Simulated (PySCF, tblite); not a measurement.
# C3H9BNO−: geometry, infrared bands and NMR shifts

What infrared bands and NMR shifts should C3H9BNO− (`[BH3-]N(C)C(C)=O`) show?

Computed with tblite 0.8.0 and PySCF 2.14.0, with density-fitted response routines of our own, on a single molecule in the gas phase. Atoms count from 0, in the outputs and in this text.

### Step 1. The starting structure

15 atoms, charge -1, multiplicity 1; geometry from: force field or distance geometry start.

Bonds of the start (Å): B0–N1 1.52, N1–C2 1.46, N1–C3 1.43, C3–C4 1.50, C3–O5 1.25, B0–H6 1.20, B0–H7 1.20, B0–H8 1.18, C2–H9 1.12, C2–H10 1.12, C2–H11 1.13, C4–H12 1.11, C4–H13 1.11, C4–H14 1.10.

### Step 2. Geometry optimisation with GFN2-xTB

What the job is given:

```
{"job": {"kind": "relax", "xc": "GFN2-xTB", "basis": "xTB"}, "charge": -1, "multiplicity": 1}
B     -0.556900     1.072800    -0.983600
N     -0.489500    -0.150600    -0.085100
C     -1.641400    -1.020100     0.149600
C      0.710400    -0.531500     0.595000
C      1.960500     0.276500     0.449500
O      0.697400    -1.548600     1.319300
H     -0.841800     1.992800    -0.273500
H      0.551500     1.322600    -1.370300
H     -1.327900     0.934100    -1.870400
H     -1.397600    -1.731700     0.980900
H     -2.518400    -0.407700     0.466700
H     -1.865600    -1.632600    -0.767900
H      1.775600     1.257900     0.942700
H      2.727700    -0.261900     1.035300
H      2.211500     0.436100    -0.610100
```

Started as:

```
$ OMP_NUM_THREADS=1 python probes_run.py task.json out
```

One launch serves the whole session: the jobs run in the order shown.

**Question.** This job is followed by: GFN2-xTB harmonic vibrations, gas phase; GIAO PBE0/pcSseg-1 NMR shielding, non-relativistic, gas phase. What will the session give for the following? strongest single infrared mode (GFN2-xTB); zero-point energy (GFN2-xTB); 13C shifts against TMS (PBE0/pcSseg-1); 1H shifts against TMS (PBE0/pcSseg-1, means over atoms taken as alike); 11B shifts against BF3·OEt2 (PBE0/pcSseg-1); 15N shifts against NH3 (PBE0/pcSseg-1); 17O shifts against H2O (PBE0/pcSseg-1).

The runs gave:

| quantity | value |
| --- | --- |
| strongest single infrared mode (GFN2-xTB) | 1673 cm⁻¹, 706 km/mol |
| zero-point energy (GFN2-xTB) | 74.1 kcal/mol |
| 13C shifts against TMS (PBE0/pcSseg-1) | 173.9, 37.3, 26.4 ppm |
| 1H shifts against TMS (PBE0/pcSseg-1, means over atoms taken as alike) | 2.91, 1.92, 1.86 ppm |
| 11B shifts against BF3·OEt2 (PBE0/pcSseg-1) | -28.0 ppm |
| 15N shifts against NH3 (PBE0/pcSseg-1) | 133.6 ppm |
| 17O shifts against H2O (PBE0/pcSseg-1) | 368.0 ppm |

In words: Over 101 steps the energy fell by 0.542 eV; of the close pairs, N1–C3 changed most, 1.431 to 1.322 Å. No mode is imaginary among the 39: a minimum at this level. The strongest single mode, at 1673 cm⁻¹, moves mainly C3. Unscaled tight-binding wavenumbers are off by several per cent, some by more. Its intensities can rank the bands wrongly. H9, H10, H11 (mean) (hydrogen on a methyl carbon bonded to N) lies farthest downfield among hydrogen, at 2.91 ppm; its carbon carries N, an electronegative neighbour. At PBE0/pcSseg-1: The widest tensor belongs to O5: span 565 ppm, with a paramagnetic part of -435 ppm.
